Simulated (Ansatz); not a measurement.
# CH₇GaOSi: basis-set convergence

An exercise on one series of results from a longer session: the logs are not shown, and one member is left open.

Computed with Ansatz 0.2.0, Gaussian basis. Level: one geometry, several basis sets.

Plan: PBE0-D4/def2-SVP; ωB97M-V/def2-SVP; PBE0-D4/def2-QZVPP; ωB97M-V/def2-QZVPP; the functionals' def2-TZVPP values are taken from earlier runs.

### Structure used throughout

All runs share one geometry, relaxed beforehand with PBE0-D4 in a triple-zeta def2 set.

11 atoms, charge 0, spin multiplicity 1.

Atoms are counted from 1 here; the program's logs count them from 0.

Bond lengths: O1–Si2 1.699 Å, O1–H5 0.958 Å, Si2–C3 1.831 Å, Si2–H6 1.487 Å, Si2–H7 1.488 Å, C3–Ga4 2.024 Å, C3–H8 1.090 Å, C3–H9 1.090 Å, Ga4–H10 1.572 Å, Ga4–H11 1.570 Å. Angles: Si2–O1–H5 124.5°, O1–Si2–C3 97.0°, O1–Si2–H6 108.1°, O1–Si2–H7 108.0°, C3–Si2–H6 117.6°, C3–Si2–H7 116.3°, H6–Si2–H7 108.6°, Si2–C3–Ga4 94.9°, Si2–C3–H8 113.8°, Si2–C3–H9 113.4°, Ga4–C3–H8 112.3°, Ga4–C3–H9 112.2°, H8–C3–H9 109.7°, C3–Ga4–H10 117.9°, C3–Ga4–H11 118.8°, H10–Ga4–H11 121.8°.

Set-up of the first run:

in.yaml reads:

```yaml
crystal:
  periodic: [false, false, false]
  atoms:
    - {symbol: O, position_ang: [-0.888356, 0.844765, -0.713824]}
    - {symbol: Si, position_ang: [-0.412363, 0.763717, 0.914971]}
    - {symbol: C, position_ang: [0.840008, -0.557629, 0.715320]}
    - {symbol: Ga, position_ang: [0.423346, -0.898488, -1.235720]}
    - {symbol: H, position_ang: [-1.680120, 1.283882, -1.026671]}
    - {symbol: H, position_ang: [0.066257, 2.110584, 1.324811]}
    - {symbol: H, position_ang: [-1.610740, 0.418423, 1.726493]}
    - {symbol: H, position_ang: [1.865070, -0.218378, 0.866369]}
    - {symbol: H, position_ang: [0.648127, -1.433505, 1.335876]}
    - {symbol: H, position_ang: [-0.626721, -2.017454, -1.578602]}
    - {symbol: H, position_ang: [1.375502, -0.295927, -2.329022]}
basis:
  gaussian: {orbitals: def2-SVP}
hamiltonian: {xc: pbe0, dispersion: d4}
output: {orbitals: {seedname: orbitals}}
```

Command:

```sh
ansatz run in.yaml --threads 2 --pin off --events-out ev --progress --plain --max-ram 22528MiB --backend cpu
```

Among the steps run: PBE0-D4 in def2-SVP; ωB97M-V in def2-SVP; PBE0-D4 in def2-QZVPP; ωB97M-V in def2-QZVPP.

One of the session's tables, all rows but one given; the rest of the session is left out.

It belongs to the step «Functionals by basis». 

| functional | basis | HOMO (eV) |
| --- | --- | --- |
| PBE0-D4 | def2-SVP | -7.43 |
| PBE0-D4 | def2-TZVPP | ? |
| PBE0-D4 | def2-QZVPP | -7.47 |
| ωB97M-V | def2-SVP | -9.56 |
| ωB97M-V | def2-TZVPP | -9.62 |
| ωB97M-V | def2-QZVPP | -9.62 |

**Question.** Estimate the row for PBE0-D4, def2-TZVPP.

The run gave: HOMO (eV): -7.46. In the column «HOMO (eV)» it lies between PBE0-D4, def2-QZVPP (-7.47) and PBE0-D4, def2-SVP (-7.43).
